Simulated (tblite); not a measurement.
# C5H12AlNS: the cost of one run

The runs use tblite 0.8.0 and PySCF 2.14.0, with density-fitted response routines of our own; the level of theory stands in each step. All values are computed, except where a source is named. Atoms are numbered from 0 throughout.

## Step 1: Starting geometry

20 atoms, charge 0, multiplicity 1; geometry from: force field or distance geometry start.

Bonds of the start (Å): C0–C1 1.33, C1–C2 1.49, C2–N3 1.44, N3–C4 1.49, N3–Al5 1.92, Al5–S6 2.28, S6–C7 1.81, C0–H8 1.09, C0–H9 1.09, C1–H10 1.10, C2–H11 1.12, C2–H12 1.13, C4–H13 1.12, C4–H14 1.11, C4–H15 1.09, Al5–H16 1.60, C7–H17 1.10, C7–H18 1.12, C7–H19 1.10.

## Step 2: Relaxing the molecule with GFN2-xTB

Job settings and geometry (Å):

```
{"job": {"kind": "relax", "xc": "GFN2-xTB", "basis": "xTB"}, "charge": 0, "multiplicity": 1}
C     -2.942100     1.529100    -0.184500
C     -2.616200     0.369300    -0.736900
C     -1.781600    -0.642100    -0.021900
N     -0.548200    -0.960500    -0.703400
C      0.078900    -1.977200     0.183800
Al     0.641500     0.540000    -0.577000
S      2.764400     0.335900    -1.381400
C      4.008500     0.769900    -0.140900
H     -2.606500     1.761800     0.826600
H     -3.560200     2.205600    -0.771500
H     -2.981500     0.172900    -1.750700
H     -1.527900    -0.308900     1.020300
H     -2.316300    -1.621300     0.130500
H     -0.727800    -2.538400     0.715300
H      0.660800    -1.426100     0.954100
H      0.662700    -2.685800    -0.404400
H     -0.010400     1.977900    -0.325700
H      4.978800     1.034300    -0.592900
H      4.201200    -0.140500     0.486800
H      3.616800     1.614800     0.451300
```

Run with:

```bash
$ OMP_NUM_THREADS=1 python probes_run.py task.json out
```

This one command runs all jobs of the session in turn.

Q: Estimate the wall time and peak memory of this first job on 1 thread of Intel Xeon at 2.50GHz, shared host.

About 8.8 s, with a peak of 0.18 GiB.
